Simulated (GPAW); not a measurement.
# Bi2Te3 (Tellurobismuthite) (R-3m) in GPAW: single point with LDA

Aim: the single point of Bi2Te3 (Tellurobismuthite) with LDA.

All numbers are computed with GPAW 26.7.0; they aren't measurements. Logs are shortened: lines on timing, memory, paths and dates and some standing lists are left out, and cuts for length are marked. The log counts tension as positive stress, the text compression.

### 1 Starting point

It takes space group R-3m (No. 166, trigonal). Conventional cell: a = 4.386 Å, b = 4.386 Å, c = 30.497 Å, α = 90.00°, β = 90.00°, γ = 120.00°. Bi (site symmetry 3m) is surrounded by 6 Te at 3.07 to 3.25 Å. Te (site symmetry 3m) has 3 Bi at 3.07 Å as nearest neighbours. Te (site symmetry -3m) is surrounded by 6 Bi at 3.25 Å.

### 2 Single point, LDA

run.py reads:

```python
from ase import Atoms
from ase.dft.bandgap import bandgap
from ase.io import write
from ase.units import GPa
from gpaw import GPAW, PW

atoms = Atoms(['Bi', 'Bi', 'Te', 'Te', 'Te'],
              cell=[[2.193, 1.2661291403, 10.1656666667],
                    [-2.193, 1.2661291403, 10.1656666667],
                    [0.0, -2.5322582807, 10.1656666667]],
              scaled_positions=[[0.6, 0.6, 0.6],
                                [0.4, 0.4, 0.4],
                                [0.7905, 0.7905, 0.7905],
                                [0.2095, 0.2095, 0.2095],
                                [0.0, 0.0, 0.0]],
              pbc=True)

calc = GPAW(mode=PW(450),
            xc='LDA',
            kpts={'size': (6, 6, 6), 'gamma': True},
            occupations={'name': 'fermi-dirac', 'width': 0.05},
            nbands=39,
            maxiter=120,
            txt='gpaw.txt')
atoms.calc = calc
energy = atoms.get_potential_energy()
forces = atoms.get_forces()
stress = atoms.get_stress()
calc.write('gs.gpw')
write('result.traj', atoms)
print(f'Energy: {energy:.6f} eV')
print('Forces (eV/A):')
print(forces.round(4))
print('Stress (GPa):', (stress / GPa).round(3))
print('Fermi level:', round(calc.get_fermi_level(), 4), 'eV')
print(f'Gap: {bandgap(calc)[0]:.4f} eV, direct: {bandgap(calc, direct=True)[0]:.4f} eV')
```

Potentials or basis: the program's PAW data sets (release 1.2.1) made for this functional, pw.

The run is started by

```sh
> OMP_NUM_THREADS=1 python run.py
```

gpaw.txt:

```text
__  _  _
 | _ |_)|_||  |
 |__||  | ||/\| - 26.7.0

Input parameters:
  mode=PW(ecut=450.00000000000006),
  kpts=MonkhorstPack(size=(6, 6, 6), gamma=True),
  maxiter=120,
  nbands=39,
  occupations=Occupations(name='fermi-dirac', width=0.05),
  xc=XC(name='LDA')

Diagonalizing LCAO Hamiltonian
Converting LCAO to pw mode

       Te

       Bi

       Bi

       Te

       Te

Atoms  # Å, Bohr magnetons
|   | symbol |        x |         y |         z |    initial magnetic moments |
|---|--------|----------|-----------|-----------|-----------------------------|
| 0 |     Bi | 0.000000 | -0.000000 | 18.298200 | ( 0.0000,  0.0000,  0.0000) |
| 1 |     Bi | 0.000000 | -0.000000 | 12.198800 | ( 0.0000,  0.0000,  0.0000) |
| 2 |     Te | 0.000000 | -0.000000 | 24.107879 | ( 0.0000,  0.0000,  0.0000) |
| 3 |     Te | 0.000000 | -0.000000 |  6.389122 | ( 0.0000,  0.0000,  0.0000) |
| 4 |     Te | 0.000000 |  0.000000 |  0.000000 | ( 0.0000,  0.0000,  0.0000) |

Unit cell  # Å
| periodic |         x |         y |         z |   lengths |    angles |
|----------|-----------|-----------|-----------|-----------|-----------|
|      yes |  2.193000 |  1.266129 | 10.165667 | 10.476312 | 24.166112 |
|      yes | -2.193000 |  1.266129 | 10.165667 | 10.476312 | 24.166112 |
|      yes |  0.000000 | -2.532258 | 10.165667 | 10.476312 | 24.166112 |

Number of symmetries: 12
Symmetry operations  # r_c * U_cc + t_c -> r_c
|    | kind |            matrix            |
|----|------|------------------------------|
|  0 |  E   |  1, 0, 0,  0, 1, 0,  0, 0, 1 |
|  1 |  σ   |  1, 0, 0,  0, 0, 1,  0, 1, 0 |
|  2 |  σ   |  0, 1, 0,  1, 0, 0,  0, 0, 1 |
|  3 |  C3  |  0, 1, 0,  0, 0, 1,  1, 0, 0 |
|  4 |  C3  |  0, 0, 1,  1, 0, 0,  0, 1, 0 |
|  5 |  σ   |  0, 0, 1,  0, 1, 0,  1, 0, 0 |
|  6 |  C2  |  0, 0,-1,  0,-1, 0, -1, 0, 0 |
|  7 |  S6  |  0, 0,-1, -1, 0, 0,  0,-1, 0 |
|  8 |  S6  |  0,-1, 0,  0, 0,-1, -1, 0, 0 |
|  9 |  C2  |  0,-1, 0, -1, 0, 0,  0, 0,-1 |
| 10 |  C2  | -1, 0, 0,  0, 0,-1,  0,-1, 0 |
| 11 |  i   | -1, 0, 0,  0,-1, 0,  0, 0,-1 |

BZ-sampling:
  Number of BZ points: 216
  Number of IBZ points: 32

  Monkhorst-Pack size: [6, 6, 6]
  Monkhorst-Pack shift: [0.08333333333333333, 0.08333333333333333, 0.08333333333333333]

K-points  # in reciprocal-cell coordinates
|     |                                coordinates |     weight |
|-----|--------------------------------------------|------------|
|   0 | (  0.00000000,   0.00000000,   0.00000000) | 0.00462963 |
|   1 | (  0.16666667,   0.00000000,  -0.16666667) | 0.02777778 |
|   2 | (  0.16666667,   0.00000000,   0.00000000) | 0.02777778 |
|   3 | (  0.16666667,   0.16666667,  -0.16666667) | 0.02777778 |
|   4 | (  0.16666667,   0.16666667,   0.00000000) | 0.02777778 |
|   5 | (  0.16666667,   0.16666667,   0.16666667) | 0.00925926 |
|   6 | (  0.33333333,  -0.16666667,  -0.16666667) | 0.02777778 |
|   7 | (  0.33333333,   0.00000000,  -0.33333333) | 0.02777778 |
|   8 | (  0.33333333,   0.00000000,  -0.16666667) | 0.05555556 |
|   9 | (  0.33333333,   0.00000000,   0.00000000) | 0.02777778 |
| ... |                                            |            |
|  31 | (  0.50000000,   0.50000000,   0.50000000) | 0.00462963 |

Plane wave coefficients: 3698
Cutoff: 450.00000000000006 eV

Spin-components: 1 (collinear spins)
Bands:           39
Projectors:      27
Spin-degeneracy: 2
Datatype:        complex128

Parallelization:
  kpt:    1
  domain: 1
  band:   1

Density:
  Valence electrons: 48.0
  Components: 1
  Grid points: [54 54 54]
  Charge: 0.0  # |e|

Potential:
  Grid points: [54 54 54]

species:
  Bi:
    name:    Bismuth
    Z:       83.0
    valence: 15
    core:    68
    charge:  0.0  # [|e|]
    compensation charges:
      type: gauss
      rc: 0.38  # [Å]
      lmax: 2
    cutoffs:
      filter: 2.23  # [Å]
      core: 2.33  # [Å]
    projectors
    | kind |    occ | energy [eV] | rcut [Å] |
    |------|--------|-------------|----------|
    |   6s |  2.000 |     -14.665 |    1.286 |
    |   6p |  3.000 |      -4.777 |    1.275 |
    |   5d | 10.000 |     -27.225 |    1.349 |
    |    s |        |      12.546 |    1.286 |
    |    p |        |      22.434 |    1.275 |
    |    d |        |      -0.013 |    1.349 |

    Using partial waves for Bi as LCAO basis

  Te:
    name:    Tellurium
    Z:       52.0
    valence: 6
    core:    46
    charge:  0.0  # [|e|]
    compensation charges:
      type: gauss
      rc: 0.36  # [Å]
      lmax: 2
    cutoffs:
      filter: 2.09  # [Å]
      core: 3.17  # [Å]
    projectors
    | kind |    occ | energy [eV] | rcut [Å] |
    |------|--------|-------------|----------|
    |   5s |  2.000 |     -15.337 |    1.180 |
    |   5p |  4.000 |      -6.113 |    1.196 |
    |    s |        |      11.875 |    1.180 |
    |    p |        |      21.098 |    1.196 |
    |    d |        |       0.000 |    1.238 |

    Using partial waves for Te as LCAO basis

Reference energy: -1722989.183779  # eV

eigensolver:
  PPCG
  Converge bands: occupied
  niter=2

density mixing:
  MSR1-Mixer
  Pratt-step length: 0.05
  Maximum mixing coefficient: 0.75
  Old densities: 10
  SVD Regularization: 0.005
  Good broyden scale: 1.0
  Trust region scale: 1.0
  Backstep threshold: 4.0
  History deletion threshold: 6.0
  Fourier metric: weight=20.0, sigma=0.015

occupation numbers:
  Fermi-Dirac:
    width: 0.0500  # eV

poisson solver:
  ecut: 3600.0000000000005  # eV

xc functional:
  name: None

convergence criteria:
- Maximum [total energy] change in last 3 cyles: 0.0005 eV / valence electron
- Maximum integral of absolute [dens]ity change: 0.0001 electrons / valence electron
- Maximum integral of absolute [eigenst]ate change: 4e-08 eV^2 / valence electron
maximum number of iterations: 120

SCF iterations
|iter     | |      energy | eigst |  dens |
|---------|-|-------------|-------|-------|
|iter:   1| |  -23.598215 | +0.01 |       |
|iter:   2| |  -23.604686 | -2.03 | -1.34 |
|iter:   3| |  -23.556065 | -2.72 | -1.40 |
|iter:   4| |  -23.435836 | -3.25 | -1.60 |
|iter:   5| |  -23.426327 | -3.85 | -1.97 |
|iter:   6| |  -23.426329c| -4.55 | -2.50 |
|iter:   7| |  -23.426428c| -5.47 | -3.40 |
|iter:   8| |  -23.426452c| -5.92 | -3.89 |
|iter:   9| |  -23.426453c| -7.17 | -4.48c|
|iter:  10| |  -23.426453c| -8.33c| -4.92c|

Converged in 10 steps
Energy contributions relative to reference atoms: (reference = -1722989.183779)

Energy contributions:
  Kinetic:          50.269291
  Coulomb:         -49.197483
  Zero:             -2.434662
  External:          0.000000
  Xc:              -22.063375
  Entropy:          -0.000447
  Spinorbit:         0.000000
  ----------------------------
  Free energy:     -23.426677
  Extrapolated:    -23.426453

dipole moment: (-0.000000, 0.000000, -130.902517)  # |e|*Ang

Fermi level: 5.754
Eigenvalues  # (at kpt = [0.000, 0.000, 0.000])
| band index |      eig [eV] | occ [0-2] |
|------------|---------------|-----------|
|          0 |       -17.593 |     2.000 |
|        ... |               |           |
|         16 |         3.559 |     2.000 |
|         17 |         3.919 |     2.000 |
|         18 |         3.919 |     2.000 |
|         19 |         3.946 |     2.000 |
|         20 |         3.946 |     2.000 |
|         21 |         4.805 |     2.000 |
|         22 |         4.805 |     2.000 |
|         23 |         5.661 |     1.731 |
|         24 |         5.844 |     0.285 |
|         25 |         6.267 |     0.000 |
|         26 |         6.267 |     0.000 |
|         27 |         7.566 |     0.000 |
|         28 |         7.715 |     0.000 |
|         29 |         7.715 |     0.000 |
|         30 |        10.489 |     0.000 |
|         31 |        10.965 |     0.000 |
|        ... |               |           |
|         38 |        12.908 |     0.000 |

Gap: 0.183 eV
Transition (v -> c):
  (s=0, k=0, n=23, [0.00, 0.00, 0.00]) -> (s=0, k=0, n=24, [0.00, 0.00, 0.00])
No difference between direct/indirect transitions

Forces  # eV/Ang
|        x |        y |        z |
|----------|----------|----------|
|  0.00000 |  0.00000 | -0.06997 |  # Bi   0
| -0.00000 | -0.00000 |  0.06997 |  # Bi   1
|  0.00000 |  0.00000 | -0.19306 |  # Te   2
| -0.00000 | -0.00000 |  0.19306 |  # Te   3
|  0.00000 |  0.00000 |  0.00000 |  # Te   4

Stress tensor  # eV/Ang^3
|         x |        y |         z |
|-----------|----------|-----------|
|  0.013055 | 0.000000 | -0.000000 |
| -0.000000 | 0.013055 |  0.000000 |
| -0.000000 | 0.000000 |  0.016002 |

# Writing to gs.gpw (mode='')
```

It took 5.2 min on 1 thread of Arm Neoverse V2, shared host; peak memory 0.49 GiB.

What came out:

```yaml
Free_energy: -23.4267 eV
Pressure: -2.2 GPa
Largest_force: 0.193 eV/Å
Band_gap_on_the_k_mesh: 0.18 eV, direct
```

Forces in eV/Å, atoms in the order of the input:
```
Bi   0.000  0.000 -0.070
Bi   0.000  0.000  0.070
Te   0.000  0.000 -0.193
Te   0.000  0.000  0.193
Te   0.000  0.000  0.000
```

Caveat: the cutoff is short for stress and forces, so pressures can be off by a GPa or more; spin-orbit coupling is left out, which as a rule narrows the gap of such compounds by several tenths of an eV; the program warned that so skewed a cell can give wrong results.
